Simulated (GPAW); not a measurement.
The system is GaGe3.

```
CELL_PARAMETERS angstrom
0.00000 3.38717 3.38717
3.38717 0.00000 3.38717
3.38717 3.38717 0.00000
ATOMIC_POSITIONS crystal
Ge 0.50000 0.50000 0.50000
Ge 0.75000 0.75000 0.75000
Ge 0.25000 0.25000 0.25000
Ga 0.00000 0.00000 0.00000
```

The cell comes from a database or a generator and needn't be the stable form of this composition.

| Quantity | Value |
| --- | --- |
| Program | GPAW 26.7.0 |
| Task | relaxation of cell and atoms |
| Functional | PBEsol |
| Dispersion | D3(BJ)+ATM |
| Potentials or basis | PAW data sets generated in the run's folder for this functional |
| Cutoff | 600 eV |
| Basis | pw |
| k mesh | 7 × 7 × 7 |
| Occupations | fermi-dirac, width 0.05 eV |
| Spin | no spin polarisation |

At the start: pressure -6.5 GPa; volume 19.43 Å³/atom.

Task: How do energy, volume and symmetry change on relaxing?

Result: Over 4 steps the energy falls by 39.7 meV/atom and the volume is 17.67 Å³/atom (-9.0 %); space group Fm-3m (No. 225, to 0.05 Å).

The path:
```
step  energy change (eV)  largest force (eV/Å)  pressure (GPa)  volume (Å³)
   1              0.0000                0.0000           -6.51        77.72
   2             -0.0257                0.0000           -6.07        77.07
   3             -0.1538                0.0000            1.37        69.47
   4             -0.1589                0.0000           -0.17        70.70
```

Final structure:
```cif
data_structure
_symmetry_space_group_name_H-M 'P 1'
_symmetry_Int_Tables_number 1
_cell_length_a 4.6413
_cell_length_b 4.6413
_cell_length_c 4.6413
_cell_angle_alpha 60.000
_cell_angle_beta 60.000
_cell_angle_gamma 60.000
_cell_volume 70.70
loop_
_atom_site_label
_atom_site_type_symbol
_atom_site_fract_x
_atom_site_fract_y
_atom_site_fract_z
_atom_site_occupancy
Ge1 Ge 0.50000 0.50000 0.50000 1
Ge2 Ge 0.75000 0.75000 0.75000 1
Ge3 Ge 0.25000 0.25000 0.25000 1
Ga1 Ga 0.00000 0.00000 0.00000 1
```

Caveat: later steps reuse the first step's grids; pairwise dispersion overbinds metals, which lowers pressure and volume.
